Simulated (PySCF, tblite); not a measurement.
**CH7N2SeSi2 radical: geometry, infrared bands and EPR parameters**

What infrared bands and EPR parameters should CH7N2SeSi2 radical (`[H]/[C]=N/[Si@@H]([SeH])[SiH2]N`) show?

The runs use tblite 0.8.0 and PySCF 2.14.0, with density-fitted response routines of our own; the level of theory stands in each step. All values are computed, except where a source is named. Atoms are numbered from 0 throughout.

### 1 The molecule as given

13 atoms, charge 0, multiplicity 2; geometry from: force field or distance geometry start.

Bonds of the start (Å): C0–N1 1.27, N1–Si2 1.76, Si2–Se3 2.27, Si2–Si4 2.23, Si4–N5 1.78, C0–H6 1.06, Si2–H7 1.47, Se3–H8 1.53, Si4–H9 1.46, Si4–H10 1.48, N5–H11 1.04, N5–H12 1.04.

### 2 Geometry optimisation with GFN2-xTB

What the job is given:

```
{"job": {"kind": "relax", "xc": "GFN2-xTB", "basis": "xTB"}, "charge": 0, "multiplicity": 2}
C      1.803700     1.824300    -0.362100
N      1.773600     0.741200    -1.021800
Si     0.523800    -0.492300    -0.851600
Se     1.154100    -2.082100     0.642900
Si    -1.421500     0.383500    -0.215500
N     -2.090200    -0.415500     1.222000
H      2.574700     2.548800    -0.483900
H      0.428800    -1.163700    -2.153400
H      2.644100    -2.020900     0.998100
H     -2.390500     0.236400    -1.301500
H     -1.203400     1.805600     0.111200
H     -1.892300     0.072900     2.114400
H     -1.909300    -1.437600     1.283300
```

The run is started by

```
$ OMP_NUM_THREADS=1 python probes_run.py task.json out
```

One launch serves the whole session: the jobs run in the order shown.

Output:

```text
step      E/eV     max force
  0    -492.83306    2.871
  1    -492.97861    3.655
  2    -493.10512    0.649
  3    -493.12698    0.456
  4    -493.15256    0.504
  5    -493.17067    0.626
  6    -493.21265    0.548
  7    -493.23374    0.441
  8    -493.25344    0.476
  9    -493.27547    0.539
 10    -493.29590    0.503
 11    -493.31426    0.507
 12    -493.32733    0.401
 13    -493.33428    0.255
 14    -493.33908    0.208
 15    -493.34321    0.134
 16    -493.34579    0.115
 17    -493.34793    0.119
 18    -493.35093    0.174
 19    -493.35527    0.225
 20    -493.35989    0.202
 21    -493.36373    0.182
 22    -493.36704    0.183
 23    -493.37120    0.182
 24    -493.37663    0.202
 25    -493.38099    0.161
 26    -493.38321    0.157
 27    -493.38439    0.166
 28    -493.38599    0.121
 29    -493.38851    0.135
 30    -493.39085    0.123
 31    -493.39349    0.127
 32    -493.39647    0.171
 33    -493.40103    0.198
 34    -493.40702    0.202
 35    -493.41207    0.201
 36    -493.41534    0.116
 37    -493.41719    0.145
 38    -493.41839    0.118
 39    -493.41981    0.120
 40    -493.42512    0.165
 41    -493.42767    0.176
 42    -493.43034    0.136
 43    -493.43216    0.099
 44    -493.43379    0.065
 45    -493.43505    0.096
 46    -493.43615    0.075
 47    -493.43715    0.099
 48    -493.43807    0.076
 49    -493.43887    0.083
 50    -493.43939    0.066
 51    -493.43967    0.052
 52    -493.43992    0.037
 53    -493.44010    0.027
 54    -493.44029    0.034
 55    -493.44049    0.036
 56    -493.44067    0.032
 57    -493.44081    0.038
 58    -493.44091    0.035
 59    -493.44103    0.036
 60    -493.44119    0.043
 61    -493.44140    0.044
 62    -493.44160    0.037
 63    -493.44178    0.050
 64    -493.44197    0.067
 65    -493.44223    0.080
 66    -493.44263    0.082
 67    -493.44313    0.059
 68    -493.44350    0.041
 69    -493.44368    0.045
 70    -493.44383    0.056
 71    -493.44403    0.058
 72    -493.44427    0.041
 73    -493.44447    0.023
 74    -493.44457    0.019
 75    -493.44461    0.015
 76    -493.44464    0.016
 77    -493.44469    0.021
 78    -493.44478    0.023
 79    -493.44492    0.025
 80    -493.44503    0.019
 81    -493.44509    0.018
 82    -493.44512    0.016
 83    -493.44515    0.014
 84    -493.44518    0.016
 85    -493.44523    0.016
 86    -493.44529    0.016
 87    -493.44533    0.014
 88    -493.44535    0.010
 89    -493.44536    0.012
 90    -493.44539    0.013
 91    -493.44543    0.020
 92    -493.44550    0.026
 93    -493.44556    0.019
 94    -493.44558    0.008
```

Wall time 0.71 s (1 thread of Arm Neoverse V1, shared host).

Step by step: (not every step is listed)

```csv
step,energy from step 0 (eV),largest force (eV/Å)
0,0.0000,2.8710
1,-0.1456,3.6555
2,-0.2721,0.6486
3,-0.2939,0.4565
4,-0.3195,0.5035
5,-0.3376,0.6258
6,-0.3796,0.5482
7,-0.4007,0.4411
8,-0.4204,0.4759
16,-0.5127,0.1147
24,-0.5436,0.2024
32,-0.5634,0.1710
40,-0.5921,0.1653
48,-0.6050,0.0765
56,-0.6076,0.0323
64,-0.6089,0.0667
72,-0.6112,0.0406
80,-0.6120,0.0190
88,-0.6123,0.0098
89,-0.6123,0.0119
90,-0.6123,0.0134
91,-0.6124,0.0200
92,-0.6124,0.0258
93,-0.6125,0.0188
94,-0.6125,0.0079
```

Distances of close pairs at the start and the end, largest changes first:

```csv
bond,before (Å),after (Å),change (Å)
Si2–Si4,2.226,2.345,+0.119
Se3–H8,1.533,1.424,-0.109
Si2–Se3,2.271,2.353,+0.082
Si4–N5,1.775,1.722,-0.054
C0–N1,1.269,1.222,-0.046
N1–Si2,1.764,1.723,-0.041
N5–H12,1.040,1.009,-0.031
N5–H11,1.036,1.009,-0.027
```

The next job starts from the end point, and lists it.

### 3 Vibrational analysis with GFN2-xTB

What the job is given:

```
{"job": {"kind": "ir", "xc": "GFN2-xTB", "basis": "xTB"}, "charge": 0, "multiplicity": 2}
C      2.232792     1.948765    -0.572231
N      1.868944     0.801552    -0.786534
Si     0.518676    -0.268375    -0.774281
Se     1.171834    -1.779641     0.906647
Si    -1.666654     0.332729    -0.171251
N     -2.202719    -0.425332     1.278856
H      3.260951     2.279850    -0.626730
H      0.798074    -0.991211    -2.019196
H      2.498602    -1.983041     0.431214
H     -2.599085    -0.113770    -1.207981
H     -1.766199     1.769870     0.085598
H     -1.786364    -0.145240     2.154132
H     -2.333240    -1.425670     1.284029
```

Output:

```text
mode    cm-1     km/mol
  1      19.3      2.04
  2      56.8      1.34
  3      74.5      2.41
  4      92.1      5.76
  5     127.7     18.90
  6     145.7     18.09
  7     176.7     10.40
  8     191.1      1.06
  9     258.9     11.52
 10     290.8     58.93
 11     394.2     17.31
 12     426.9     11.37
 13     459.9     63.97
 14     529.9     49.88
 15     557.2    332.48
 16     582.4    174.44
 17     584.8    131.36
 18     681.8    323.92
 19     697.9     34.34
 20     729.5      6.81
 21     744.9    314.06
 22     816.9     58.89
 23     899.5    119.55
 24     962.2    202.80
 25    1514.8     36.80
 26    1867.7     41.32
 27    2156.4    300.27
 28    2206.3    167.88
 29    2234.1    299.21
 30    2244.6    376.74
 31    2958.7     88.94
 32    3455.0     19.72
 33    3482.7      0.29
```

It took 0.49 s on 1 thread of Arm Neoverse V1, shared host.

Which atoms move in the most intense modes:

```csv
cm⁻¹,km/mol,atoms
557,332.5,"H11 38 %, H12 37 %, N5 20 %"
582,174.4,"H7 48 %, H9 27 %, H10 13 %"
682,323.9,"H7 56 %, H9 20 %, H10 16 %"
745,314.1,"H10 45 %, H9 43 %"
962,202.8,"H6 67 %, C0 17 %, N1 13 %"
2156,300.3,H8 99 %
2234,299.2,H9 87 %
2245,376.7,H10 89 %
```

### 4 EPR parameters: B3LYP/def2-TZVP-core+pcH-1

Same as in step 3 but for these lines:

```diff
@@ -1,2 +1,2 @@
-{"job": {"kind": "ir", "xc": "GFN2-xTB", "basis": "xTB"}, "charge": 0, "multiplicity": 2}
+{"job": {"kind": "epr", "basis": "pcH-1"}, "charge": 0, "multiplicity": 2}
 C      2.232792     1.948765    -0.572231
```

With the program's defaults for keys left out, this is: UKS B3LYP, def2-TZVP-core on Se, pcH-1 on C H N Si, non-relativistic, mean-field spin-orbit, GIAO.

Output:

```text
UKS, coarse grid
  cycle   1  E = -3132.34010898  |g| = 1.49e+00
  cycle   2  E = -3132.24216667  |g| = 7.84e-01
  cycle   3  E = -3132.27982388  |g| = 6.32e-01
  cycle   4  E = -3132.42546417  |g| = 1.61e-01
  cycle   5  E = -3132.43280251  |g| = 7.43e-02
  cycle   6  E = -3132.43519242  |g| = 1.24e-02
  cycle   7  E = -3132.43524181  |g| = 2.81e-03
  cycle   8  E = -3132.43524580  |g| = 9.63e-04
UKS, final grid
  cycle   1  E = -3132.43525094  |g| = 1.03e-03
  cycle   2  E = -3132.43525025  |g| = 1.64e-03
  cycle   3  E = -3132.43525165  |g| = 3.97e-04
  cycle   4  E = -3132.43525173  |g| = 1.26e-04
  cycle   5  E = -3132.43525176  |g| = 5.86e-05
  cycle   6  E = -3132.43525177  |g| = 1.58e-05
E = -3132.43525177 Eh   <S^2> = 0.7528 (exact 0.7500)
g shifts (ppm)      1          2          3
  rmc          -174       -174       -174
  gc             26         13         20
  oz_so       -3027       -677       1120
  total       -3175       -838        965
hyperfine (MHz)  atom isotope    a_iso     a_fc   dipolar eigenvalues
    0   13C     281.52     281.69    -52.13    -45.93     98.07
    1   14N       4.87       4.97    -18.02    -14.35     32.36
    2  29Si     -41.28     -41.37    -11.99      4.35      7.65
    3  77Se       1.73       1.74     -5.14      0.78      4.37
    4  29Si     -30.13     -30.18     -7.80      3.64      4.17
    5   14N       0.28       0.28     -0.65     -0.61      1.27
    6    1H     242.48     242.50    -18.75     -7.34     26.09
    7    1H      -2.59      -2.59     -3.02     -1.95      4.98
    8    1H      -0.06      -0.04     -1.53     -1.30      2.82
    9    1H       6.90       6.90     -0.88     -0.56      1.44
   10    1H      -0.00      -0.00     -1.58     -0.73      2.32
   11    1H      -0.88      -0.88     -1.18      0.20      0.98
   12    1H      -0.58      -0.58     -1.11     -0.44      1.55
```

Run time: 3.9 min. Hardware: 1 thread of Arm Neoverse V1, shared host; peak memory 1.4 GiB.

Principal g values 1.99914, 2.00148, 2.00328; g(iso) = 2.00130, against 2.00232 for a free electron.

Hyperfine couplings; where a row names several nuclei, a(iso) is their mean (it holds for fast rotation or exchange) and the dipolar term the largest among them:

```csv
nuclei,isotope,a(iso) (MHz),"a(iso) (G, at g = 2.0023)",largest dipolar term (MHz)
C0,13C,281.5,100.5,98.1
H6,1H,242.5,86.5,26.1
Si2,29Si,-41.3,-14.7,-12.0
Si4,29Si,-30.1,-10.8,-7.8
H9,1H,6.9,2.5,1.4
N1,14N,4.9,1.7,32.4
H7,1H,-2.6,-0.9,5.0
Se3,77Se,1.7,0.6,-5.1
"H11, H12",1H,-0.7,-0.3,1.6
N5,14N,0.3,0.1,1.3
H8,1H,-0.1,0.0,2.8
H10,1H,0.0,0.0,2.3
```

Mulliken spin populations:

C0 0.62; N1 0.22; Si2 0.03; Se3 0.00; Si4 0.04; N5 0.01; H6 0.09; H7 0.00; H8 0.00; H9 0.00; H10 0.00; H11 0.00; H12 0.00

In first order the couplings over 0.8 MHz of 1H, 14N give 24 distinct lines over 93.4 G, if the averaged nuclei exchange fast; the same motion can average rows kept apart here too.

Orbitals, density, ELF and potential are computed afterwards from the orbital file.

ELF in a plane through or near 6 of the atoms.

Ten even steps from '0' (0.00) to '9' (1.00):
```
0000000000000000000000000000
0000000000000000000000000000
0000000000000000000000000000
0000000000000003541000000000
0000000466400069998300000000
0000012688710079999500000000
0003887788610059998200000000
0007999226410026753222100000
0005998458631243115777500000
0001221576763464378798620000
0000000577533331487386310000
0000000221037630157997200000
0000000000266652016998200000
0000000036645536100574000000
0000000599957638400000000000
0000000599974688510000000000
0000000157535777300000000000
0000000001002443000000000000
0000000000000000000000000000
0000000000000000000000000000
```
The map spans 12.6 Å across and 10.5 Å up, centred on the molecule. Atoms in the plane (x, y in Å): C0 (-2.7, 1.3), Se3 (-0.5, -2.2), N5 (2.5, -0.1), H8 (-1.8, -2.7), H10 (1.3, 2.1), H12 (2.8, -1.0).

On the surface of density 0.002 e/bohr³ the electrostatic potential runs, from the 1st to the 99th percentile, from -0.97 V near N5 to 1.70 V near H12.

The spin density lies nearest to C0 52 %; N1 26 %; H6 12 %.

### 5 What came out

| quantity | value |
| --- | --- |
| strongest single infrared mode (GFN2-xTB) | 2245 cm⁻¹, 377 km/mol |
| zero-point energy (GFN2-xTB) | 46.6 kcal/mol |
| g(iso) (B3LYP) | 2.00130 |
| ⟨S²⟩ | 0.753 (exact 0.75) |
| largest a(iso) (averaged by class) | 13C on C0, 281.5 MHz |
| potential on the surface of density 0.002 e/bohr³, 1st and 99th percentile | -0.97 V and 1.70 V |

In words: Relaxing lowered the energy by 0.613 eV in 94 steps; the close pair that moved most is Si2–Si4, from 2.226 to 2.345 Å. No mode is imaginary among the 33: a minimum at this level. The strongest single mode, at 2245 cm⁻¹, moves mainly H10. Unscaled tight-binding wavenumbers are off by several per cent, some by more. Its intensities can rank the bands wrongly. C0 carries the largest spin population, 0.62 e. The isotropic g lies 1.0 ppt below the free-electron value. The hyperfine terms hold no scalar relativity, which the heavier nuclei need.
